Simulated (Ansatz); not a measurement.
# SrCd (CsCl type): bands and what follows from them

Aim: the bands of SrCd (CsCl type) near the Fermi level, with what follows from them: the Fermi surface and transport coefficients.

Computed with Ansatz 0.2.0 (DFT r²SCAN, scalar-relativistic, plane waves, PAW, unless a step's input says otherwise).

6 further runs of the same task are left out: 6 set aside as unsound or not needed.

## Step 1: Starting point

It takes space group Pm-3m (No. 221, cubic). Conventional cell: a = 4.003 Å, b = 4.003 Å, c = 4.003 Å, α = 90.00°, β = 90.00°, γ = 90.00°. Around Sr (site symmetry m-3m) lie 8 Cd at 3.47 Å. Cd (site symmetry m-3m) has 8 Sr at 3.47 Å in its first shell of neighbours.

As a file:

```
CELL_PARAMETERS angstrom
4.00300 0.00000 0.00000
0.00000 4.00300 0.00000
0.00000 0.00000 4.00300
ATOMIC_POSITIONS crystal
Sr 0.00000 0.00000 0.00000
Cd 0.50000 0.50000 0.50000
```

The cell is the measured one, not relaxed. An earlier run on this cell at r²SCAN gave 0.66 GPa at 32.072 Å³/atom (8×8×8 mesh), metallic.

## Step 2: Bands on a fine mesh, Fermi surface

The input, input.yaml:

```yaml
crystal:
  lattice:
    - [4.0030019132, 0.0, 0.0]
    - [0.0, 4.0030019132, 0.0]
    - [0.0, 0.0, 4.0030019132]
  atoms:
    - { symbol: Sr, position: [0.0, 0.0, 0.0] }
    - { symbol: Cd, position: [0.5, 0.5, 0.5] }
basis:
  ecutwfc: 500
  ecutrho_ratio: 4
kpoints:
  mp_grid: { grid: [8, 8, 8] }
hamiltonian:
  xc: r2scan
scf:
  occupations: { method: gaussian, width: 0.05 }
output:
  forces: true
  stress: true
  eigenvalues: true
  eigenstates:
    nscf_kmesh: { grid: [16, 16, 16] }
    de_dk: true
    e_range: [-2.5, 2.5]
  write_density: true
  write_potential: true
  elf: true
  volumetric_format: npy
```

Run with:

```bash
ansatz run input.yaml --threads 4 --pin off --max-ram 9216MiB --backend cpu --events-out ev --progress --plain --runs-dir out
```

Output:

```text
Warning: RAYON_NUM_THREADS=4 ignored (pool sized by the plan → 4); use --threads N
Engine: ansatz 0.2.0, aarch64-unknown-linux-gnu
Pseudopotentials: kind: paw
Pseudopotential: Sr, paw, valence charge 10, recommended cutoff 500 eV (meta_gga), Sr.paw.azcp
Pseudopotential: Cd, paw, valence charge 20, recommended cutoff 500 eV (meta_gga), Cd.paw.azcp
Functional definition: r2SCAN
  parameter k0 = 0.174
  parameter k1 = 0.065
  parameter a1 = 4.9479
  exchange = r2scan_x(k0 = k0, k1 = k1, a1 = a1)
  correlation = r2scan_c
Crystal: 2 atoms, lattice volume = 64.144 Å³
Basis set: ecut = 500 eV, 1647 PW (Γ), exchange–correlation on 120×120×120 points (64 copies of the dense FFT grid, shifted against one another)
Bands: 19, of which v1, the nominal top of the filled ones, is band 15 counted from 1 (14 counted from 0)
Symmetry: 48 space group operations
Space group: Pm-3m (ITA 221), of the structure as read, at distance tolerance 4.0e-5 Å
k-points: 35 of 512
Non-local potential: Sr, projectors of the file, l = 0: 3, l = 1: 2, l = 2: 2
Non-local potential: Cd, projectors of the file, l = 0: 3, l = 1: 2, l = 2: 2, l = 3: 1
PAW form: soft (Blöchl's): semilocal exchange-correlation on the pseudo side does not see the compensation charge
PAW frozen core: Sr, regenerated for the run's functional (the file was generated under x = pbe(κ = 0.804, μ = 0.2195149727645171), c = pbe(β = 0.06672455060314922))
PAW frozen core: Cd, regenerated for the run's functional (the file was generated under x = pbe(κ = 0.804, μ = 0.2195149727645171), c = pbe(β = 0.06672455060314922))
PAW one-centre angular grid: Sr, 302 points (default); XC on 160 Gauss nodes
PAW one-centre angular grid: Cd, 590 points (default); XC on 160 Gauss nodes
Initial density: superposition of atomic densities (neutral atoms: chi_scale 0, normalization atom), corrected by the library's trained network
Initial wavefunctions: pseudopotential atomic-orbital guess
Functional: x = r2scan, c = r2scan; τ floored in thin density (d = 2e-4 eV/Å³)
SCF iter   1: F=—  HF=-11823.920376 eV  |F-HF|=—  |Δ(HF+E_count)|=         —  Δρ=4.41e-3  dr2=1.44e-2  dr2_τ=7.41e-3  ethr=1.77e-3  ⟨swp⟩=7.4  Hψ=3695  notcnv=0
preconditioner: auto → Resta (q_TF=auto, 2.404 Å⁻¹)  ε∞=3.4  [insulator: Δε(μ)=0.068 eV  Ē_g=13.300 eV  σ=0.050 eV  W_gap=0.65  n_scr=18 (ndim 8)  ℏωp=20.7 eV  f_vac=0.000  D(μ)=1.65/eV (n_scr^D=6)  ε∞_Penn≈3.4]
SCF iter   2: F=—  HF=-11823.974155 eV  |F-HF|=—  |Δ(HF+E_count)|=   5.38e-2  Δρ=2.78e-3  dr2=5.98e-3  dr2_τ=3.21e-4  ethr=4.79e-5  ⟨swp⟩=2.3  Hψ=1441  notcnv=0  defer=6
SCF iter   3: F=—  HF=-11823.975309 eV  |F-HF|=—  |Δ(HF+E_count)|=   1.15e-3  Δρ=8.27e-4  dr2=4.54e-4  dr2_τ=4.28e-5  ethr=1.99e-5  ⟨swp⟩=2.3  Hψ=1125  notcnv=0  defer=6
SCF iter   4: F=—  HF=-11823.975429 eV  |F-HF|=—  |Δ(HF+E_count)|=   1.21e-4  Δρ=2.32e-4  dr2=3.79e-5  dr2_τ=2.09e-6  ethr=1.51e-6  ⟨swp⟩=3.0  Hψ=1262  notcnv=0  defer=6
SCF iter   5: F=—  HF=-11823.975436 eV  |F-HF|=—  |Δ(HF+E_count)|=   7.00e-6  Δρ=7.11e-5  dr2=4.17e-6  dr2_τ=1.36e-7  ethr=1.26e-7  ⟨swp⟩=2.1  Hψ=918  notcnv=0  defer=6
SCF iter   6: F=—  HF=-11823.975409 eV  |F-HF|=—  |Δ(HF+E_count)|=   2.76e-5  Δρ=1.42e-5  dr2=1.68e-7  dr2_τ=5.01e-9  ethr=1.39e-8  ⟨swp⟩=2.1  Hψ=1013  notcnv=0  defer=6
SCF iter   7: F=—  HF=-11823.975429 eV  |F-HF|=—  |Δ(HF+E_count)|=   2.00e-5  Δρ=2.57e-6  dr2=4.45e-9  dr2_τ=1.96e-10  ethr=5.59e-10  ⟨swp⟩=2.0  Hψ=1006  notcnv=0  defer=6
SCF iter   8: F=—  HF=-11823.975429 eV  |F-HF|=—  |Δ(HF+E_count)|=   1.93e-8  Δρ=6.49e-7  dr2=3.07e-10  dr2_τ=8.27e-12  ethr=1.48e-11  ⟨swp⟩=2.2  Hψ=1022  notcnv=0  defer=6
SCF iter   9: F=-11823.975429 eV  HF=-11823.975429 eV  |F-HF|=1.09e-11  |Δ(HF+E_count)|=   1.10e-9  Δρ=9.97e-8  dr2=7.83e-12  dr2_τ=4.54e-13  ethr=1.00e-12  ⟨swp⟩=7.0  Hψ=3935  notcnv=0
SCF 1 converged in 9 iterations: F = -11823.975429 eV  dr2 = 7.83e-12
NSCF: frozen V_eff on 165 k-points
SCF converged after 9 iterations
Free energy (F): -11823.975429 eV
Harris-Foulkes:  -11823.975429 eV  (|F-HF|=1.09e-11)
Internal energy: -11823.973683 eV  (E = F + TS)
E sigma→0 (E₀):  -11823.974556 eV
Entropy (-TS):   -0.001746 eV (-0.873 meV/atom)
Fermi energy:    9.266268 eV
--- Per-component energies (eV) ---
  E_band       = -613.731500
  E_kinetic    = 750.310469
  E_local      = -4453.069067  (includes V_loc(G=0)·N_el)
  E_nonlocal   = 233.127765
  E_hartree    = 1925.772269
  E_xc         = -331.706492
  E_vxc        = -424.312791  (∫ρ·V_xc dr)
  E_paw        = -6819.161177  (= ΣΔE_a)
  E_vpaw       = -598.823257  (= ΣTr[D̂ρ^β])
  E_aug_tail   = 0.000005  (compensation charges beyond the density's cutoff)
  E_vtau       = 27.490928  (kinetic-family band-sum trace: ∫τ·v_τ [+ j·A + Jᵃ·Aᵃ] dr)
  E_ewald      = -3128.536648
  E_core_change = -0.710807  (= ΣΔE_core)
  E_smearing   = -0.001746  (= −TS)
  E_closure    = -0.000000  (closes the sum)
  Σ components = -11823.975429   (vs F -11823.975429, Δ=0.00e0)
--- Forces (eV/Å), atoms counted from 1 ---
  atom   1  Sr    -0.00000000     0.00000000     0.00000000
  atom   2  Cd     0.00000000     0.00000000    -0.00000000
  max |Σ_I F_I| component: 3.25e-29 eV/Å
--- Stress (GPa, compression-positive) ---
        0.656600      -0.000000       0.000000
       -0.000000       0.656600       0.000000
        0.000000       0.000000       0.656600
  P = ⅓ Tr σ = 0.6566 GPa (6.566 kbar)
--- Band table (eV; the first three rows and the last of 35) ---
  k-point 0: bands = ["-96.4126", "-56.5321", "-56.5321", "-56.5321", "-27.9365", "-9.2599", "-9.2599", "-9.2599", "0.1419", "0.1419", "0.3063", "0.3063", "0.3063", "3.1185", "10.8400", "10.8400", "13.4197", "13.4197", "13.4197"]
  k-point 1: bands = ["-96.4126", "-56.5322", "-56.5321", "-56.5321", "-27.9347", "-9.2943", "-9.2574", "-9.2574", "0.1460", "0.1692", "0.3010", "0.3010", "0.3080", "3.3074", "10.4456", "10.8987", "12.9677", "12.9677", "13.2161"]
  k-point 2: bands = ["-96.4125", "-56.5324", "-56.5321", "-56.5321", "-27.9304", "-9.3758", "-9.2511", "-9.2511", "0.1559", "0.2348", "0.2882", "0.2882", "0.3121", "3.8550", "9.1978", "11.0539", "12.3144", "12.3144", "13.6489"]
  k-point 34: bands = ["-96.4125", "-56.5326", "-56.5326", "-56.5326", "-27.9012", "-9.4214", "-9.4214", "-9.4214", "0.2174", "0.2174", "0.2174", "0.4499", "0.4499", "8.3601", "8.3601", "8.3601", "8.5163", "14.2436", "14.2436"]
--- Fermi surface from the table of eigenstates, both spin states counted (twice the sheets' area in a run without spin) ---
  How far the three rows differ hints at the mesh's error and does not bound it.
  reading                E - E_F (eV)   area (Å⁻²)  resistivity times mean free path along x, y, z (Ω·m²), under one mean free path over the surface
  by tetrahedra               -0.0543       21.592  1.4159e-15  1.4159e-15  1.4159e-15
  by the states' slopes  not read: the table lacks a row of a band that the level cuts (widen output.eigenstates.e_range, raise output.eigenstates.top_band)
  on every second point       -0.0507       19.319  1.5825e-15  1.5825e-15  1.5825e-15
```

Run time: 7.5 s. Hardware: 4 threads of Arm Neoverse V1, shared host; peak memory 0.49 GiB.

In short: volume 32.072 Å³/atom, pressure 0.66 GPa, metallic.

Bands that cross the Fermi level on the 16×16×16 mesh (edges cut at 2.5 eV from it):

```tsv
spin	band	lowest (eV)	highest (eV)
both	15	-2.49	1.57
both	16	-0.91	2.12
both	17	-0.75	2.50
```

Density in a lattice plane of the grid's cell (edges 4.00 and 4.00 Å, at 0.000 of the third edge), which holds Sr.

Ten even steps from ' ' (0.04 e/Å³) to '@' (2.69 e/Å³):
```
**##@@@@**==..                      ..==**@@@@##
@@@@@@##++--..                      ..--++##@@@@
%%%%##++--..                          ..--++##%%
====--::..                              ..::--==
::......                                  ......
                                                
                                                
                                                
                                                
                                                
                                                
                                                
                                                
                                                
::......                                  ......
====--::..                              ..::--==
%%%%##++--..                          ..--++##%%
@@@@@@##++--..                      ..--++##@@@@
**##@@@@**==..                      ..==**@@@@##
--++%%@@##==::                      ::==##@@%%++
```
Columns run along the first of these edges and rows up along the second, over one cell in 24 and 20 even steps from the bottom left corner. Atoms in the plane (fractional): Sr at (0.00, 0.00).

ELF in the same plane.

Values, 12 rows by 12 columns:
```
0.40 0.70 0.85 0.61 0.07 0.04 0.07 0.04 0.07 0.61 0.85 0.70
0.84 0.85 0.76 0.32 0.05 0.10 0.17 0.10 0.05 0.32 0.76 0.85
0.70 0.61 0.32 0.08 0.09 0.25 0.33 0.25 0.09 0.08 0.32 0.61
0.10 0.07 0.05 0.09 0.25 0.40 0.43 0.40 0.25 0.09 0.05 0.07
0.03 0.04 0.10 0.25 0.40 0.45 0.46 0.45 0.40 0.25 0.10 0.04
0.05 0.07 0.17 0.33 0.43 0.46 0.47 0.46 0.43 0.33 0.17 0.07
0.03 0.04 0.10 0.25 0.40 0.45 0.46 0.45 0.40 0.25 0.10 0.04
0.10 0.07 0.05 0.09 0.25 0.40 0.43 0.40 0.25 0.09 0.05 0.07
0.70 0.61 0.32 0.08 0.09 0.25 0.33 0.25 0.09 0.08 0.32 0.61
0.84 0.85 0.76 0.32 0.05 0.10 0.17 0.10 0.05 0.32 0.76 0.85
0.40 0.70 0.85 0.61 0.07 0.04 0.07 0.04 0.07 0.61 0.85 0.70
0.00 0.40 0.84 0.70 0.10 0.03 0.05 0.03 0.10 0.70 0.84 0.40
```
Columns run along the first of these edges and rows up along the second, over one cell in 12 and 12 even steps from the bottom left corner. Atoms in the plane (fractional): Sr at (0.00, 0.00).

Both are smooth fields of the valence electrons: close to the nuclei they are not physical.

Maxima of ELF outside the ion cores: 0.47 between the atoms, 2.0 Å from Cd.

ELF in the plane through atom 1 (Sr) and two of its nearest Cd neighbours, 7.2 Å on a side, that atom in the middle and its first bond to the right.

Ten even steps from '0' (0.00) to '9' (0.88):
```
1698569940232357864223116
1896028950132368975323117
1699889830232346654223105
0158997300243223332234201
2101210000233332223444421
3321100000000112344554433
2223332100123210134443222
4432333003799973013422344
7753232028986898202323577
9964232039940499302324699
7753232028986898202323577
4432243103799973003332344
2223444310123210012333222
3344554432110000000011233
1244443222333320000121012
1024322333223420037998510
5013224566432320389889961
7113235798632310598206981
6113224687532320499658961
```
Atoms in the plane (Å from the middle): Cd (1.2, 3.3), Cd (3.5, 0.0), Cd (-3.5, 0.0), Cd (-1.2, -3.3), Sr (-2.3, 3.3), Sr (0.0, 0.0), Sr (2.3, -3.3).

## Step 3: States of the whole zone by energy, transport at constant relaxation time

Edit input.yaml of step 2 so:

```diff
@@ -21,9 +21,2 @@
   eigenvalues: true
-  eigenstates:
-    nscf_kmesh: { grid: [16, 16, 16] }
-    de_dk: true
-    e_range: [-2.5, 2.5]
-  write_density: true
-  write_potential: true
-  elf: true
-  volumetric_format: npy
+  states_by_energy: { minimum_broadening: 0.025 }
```

Run with:

```bash
ansatz run input.yaml --threads 4 --pin off --max-ram 9216MiB --backend cpu --events-out ev --progress --plain --runs-dir out
```

Output:

```text
Warning: RAYON_NUM_THREADS=4 ignored (pool sized by the plan → 4); use --threads N
[... 10 set-up lines as earlier in the session ...]
Crystal: 2 atoms, lattice volume = 64.144 Å³
Basis set: ecut = 500 eV, 1647 PW (Γ), exchange–correlation on 120×120×120 points (64 copies of the dense FFT grid, shifted against one another)
Bands: 19, of which v1, the nominal top of the filled ones, is band 15 counted from 1 (14 counted from 0)
[... 2 set-up lines as earlier in the session ...]
k-points: 35 of 512
[... 10 set-up lines as earlier in the session ...]
SCF iter   1: F=—  HF=-11823.920376 eV  |F-HF|=—  |Δ(HF+E_count)|=         —  Δρ=4.41e-3  dr2=1.44e-2  dr2_τ=7.41e-3  ethr=1.77e-3  ⟨swp⟩=7.4  Hψ=3695  notcnv=0
preconditioner: auto → Resta (q_TF=auto, 2.404 Å⁻¹)  ε∞=3.4  [insulator: Δε(μ)=0.068 eV  Ē_g=13.300 eV  σ=0.050 eV  W_gap=0.65  n_scr=18 (ndim 8)  ℏωp=20.7 eV  f_vac=0.000  D(μ)=1.65/eV (n_scr^D=6)  ε∞_Penn≈3.4]
SCF iter   2: F=—  HF=-11823.974155 eV  |F-HF|=—  |Δ(HF+E_count)|=   5.38e-2  Δρ=2.78e-3  dr2=5.98e-3  dr2_τ=3.21e-4  ethr=4.79e-5  ⟨swp⟩=2.3  Hψ=1441  notcnv=0  defer=6
SCF iter   3: F=—  HF=-11823.975309 eV  |F-HF|=—  |Δ(HF+E_count)|=   1.15e-3  Δρ=8.27e-4  dr2=4.54e-4  dr2_τ=4.28e-5  ethr=1.99e-5  ⟨swp⟩=2.3  Hψ=1125  notcnv=0  defer=6
SCF iter   4: F=—  HF=-11823.975429 eV  |F-HF|=—  |Δ(HF+E_count)|=   1.21e-4  Δρ=2.32e-4  dr2=3.79e-5  dr2_τ=2.09e-6  ethr=1.51e-6  ⟨swp⟩=3.0  Hψ=1262  notcnv=0  defer=6
SCF iter   5: F=—  HF=-11823.975421 eV  |F-HF|=—  |Δ(HF+E_count)|=   8.08e-6  Δρ=7.11e-5  dr2=4.17e-6  dr2_τ=1.36e-7  ethr=1.26e-7  ⟨swp⟩=2.0  Hψ=916  notcnv=0  defer=6
SCF iter   6: F=—  HF=-11823.975428 eV  |F-HF|=—  |Δ(HF+E_count)|=   7.09e-6  Δρ=1.42e-5  dr2=1.67e-7  dr2_τ=4.99e-9  ethr=1.39e-8  ⟨swp⟩=2.1  Hψ=1013  notcnv=0  defer=6
SCF iter   7: F=-11823.975429 eV  HF=-11823.975429 eV  |F-HF|=1.55e-8  |Δ(HF+E_count)|=   3.99e-7  Δρ=2.57e-6  dr2=4.43e-9  dr2_τ=2.07e-10  ethr=3.33e-10  ⟨swp⟩=8.3  Hψ=3130  notcnv=0
SCF 1 converged in 7 iterations: F = -11823.975429 eV  dr2 = 4.43e-9
NSCF: frozen V_eff on 8 k-points
SCF converged after 7 iterations
Free energy (F): -11823.975429 eV
Harris-Foulkes:  -11823.975429 eV  (|F-HF|=1.55e-8)
Internal energy: -11823.973683 eV  (E = F + TS)
E sigma→0 (E₀):  -11823.974556 eV
Entropy (-TS):   -0.001746 eV (-0.873 meV/atom)
Fermi energy:    9.266235 eV
--- Per-component energies (eV) ---
  E_band       = -613.732037
  E_kinetic    = 750.310575
  E_local      = -4453.069433  (includes V_loc(G=0)·N_el)
  E_nonlocal   = 233.127852
  E_hartree    = 1925.772519
  E_xc         = -331.706489
  E_vxc        = -424.312792  (∫ρ·V_xc dr)
  E_paw        = -6819.161256  (= ΣΔE_a)
  E_vpaw       = -598.823514  (= ΣTr[D̂ρ^β])
  E_aug_tail   = 0.000005  (compensation charges beyond the density's cutoff)
  E_vtau       = 27.490930  (kinetic-family band-sum trace: ∫τ·v_τ [+ j·A + Jᵃ·Aᵃ] dr)
  E_ewald      = -3128.536648
  E_core_change = -0.710807  (= ΣΔE_core)
  E_smearing   = -0.001746  (= −TS)
  E_closure    = 0.000000  (closes the sum)
  Σ components = -11823.975429   (vs F -11823.975429, Δ=0.00e0)
--- Forces (eV/Å), atoms counted from 1 ---
  atom   1  Sr    -0.00000000    -0.00000000    -0.00000000
  atom   2  Cd     0.00000000     0.00000000    -0.00000000
  max |Σ_I F_I| component: 3.59e-29 eV/Å
--- Stress (GPa, compression-positive) ---
        0.656698      -0.000000      -0.000000
       -0.000000       0.656698       0.000000
        0.000000       0.000000       0.656698
  P = ⅓ Tr σ = 0.6567 GPa (6.567 kbar)
--- Band table (eV; the first three rows and the last of 35) ---
  k-point 0: bands = ["-96.4126", "-56.5322", "-56.5322", "-56.5322", "-27.9364", "-9.2599", "-9.2599", "-9.2599", "0.1419", "0.1419", "0.3063", "0.3063", "0.3063", "3.1185", "10.8399", "10.8399", "13.4198", "13.4198", "13.4198"]
  k-point 1: bands = ["-96.4126", "-56.5322", "-56.5322", "-56.5322", "-27.9346", "-9.2942", "-9.2573", "-9.2573", "0.1460", "0.1692", "0.3009", "0.3009", "0.3080", "3.3074", "10.4456", "10.8986", "12.9678", "12.9678", "13.2161"]
  k-point 2: bands = ["-96.4126", "-56.5324", "-56.5321", "-56.5321", "-27.9303", "-9.3758", "-9.2511", "-9.2511", "0.1559", "0.2348", "0.2882", "0.2882", "0.3121", "3.8550", "9.1978", "11.0538", "12.3144", "12.3144", "13.6489"]
  k-point 34: bands = ["-96.4125", "-56.5326", "-56.5326", "-56.5326", "-27.9012", "-9.4214", "-9.4214", "-9.4214", "0.2174", "0.2174", "0.2174", "0.4499", "0.4499", "8.3601", "8.3601", "8.3601", "8.5163", "14.2435", "14.2435"]
```

Run time: 26 s. Hardware: 4 threads of Arm Neoverse V1, shared host; peak memory 0.79 GiB.

In short: volume 32.072 Å³/atom, pressure 0.66 GPa, no gap.

A script then sums the file of states by energy over Fermi windows, for rigid-band transport at a constant relaxation time τ. Negative carriers are holes, and the chemical potential counts from the run's Fermi level:

```tsv
T (K)	electrons added (10¹⁹ cm⁻³)	chemical potential (eV)	σ/τ xx (10²⁰/Ω m s)	Seebeck xx (μV/K)	Lorenz xx (10⁻⁸ V²/K²)
300	0	-0.059	5.55	-2	2.44
300	1	-0.058	5.55	-2	2.44
300	-1	-0.059	5.55	-2	2.44
300	10	-0.054	5.56	-2	2.44
300	-10	-0.064	5.54	-2	2.44
300	100	-0.011	5.62	-2	2.44
300	-100	-0.106	5.47	-2	2.45
600	0	-0.058	5.56	-3	2.47
600	1	-0.057	5.56	-3	2.47
600	-1	-0.058	5.56	-3	2.47
600	10	-0.053	5.56	-3	2.47
600	-10	-0.063	5.55	-3	2.47
600	100	-0.010	5.62	-3	2.45
600	-100	-0.105	5.5	-2	2.50
900	0	-0.056	5.59	-3	2.51
900	1	-0.056	5.59	-3	2.51
900	-1	-0.057	5.59	-3	2.51
900	10	-0.051	5.59	-3	2.51
900	-10	-0.061	5.58	-3	2.52
900	100	-0.008	5.64	-4	2.48
900	-100	-0.104	5.55	-2	2.54
```

## Step 4: Summary of results

```
                               quantity                                                 value
       Fermi-surface area, spins summed                                             21.59 Å⁻²
resistivity × mean free path, xx and zz                               1.42, 1.42 × 10⁻¹⁵ Ω m²
                  largest S²σ/τ along x  at 900 K with 100 × 10¹⁹ cm⁻³ electrons, S = -4 μV/K
```

On the fine mesh the Fermi surface has sheets from 3 bands. Among the cases computed, S²σ/τ along x is largest at 900 K for electron doping of 100 × 10¹⁹ cm⁻³. That is the edge of the range tried, not a located peak.
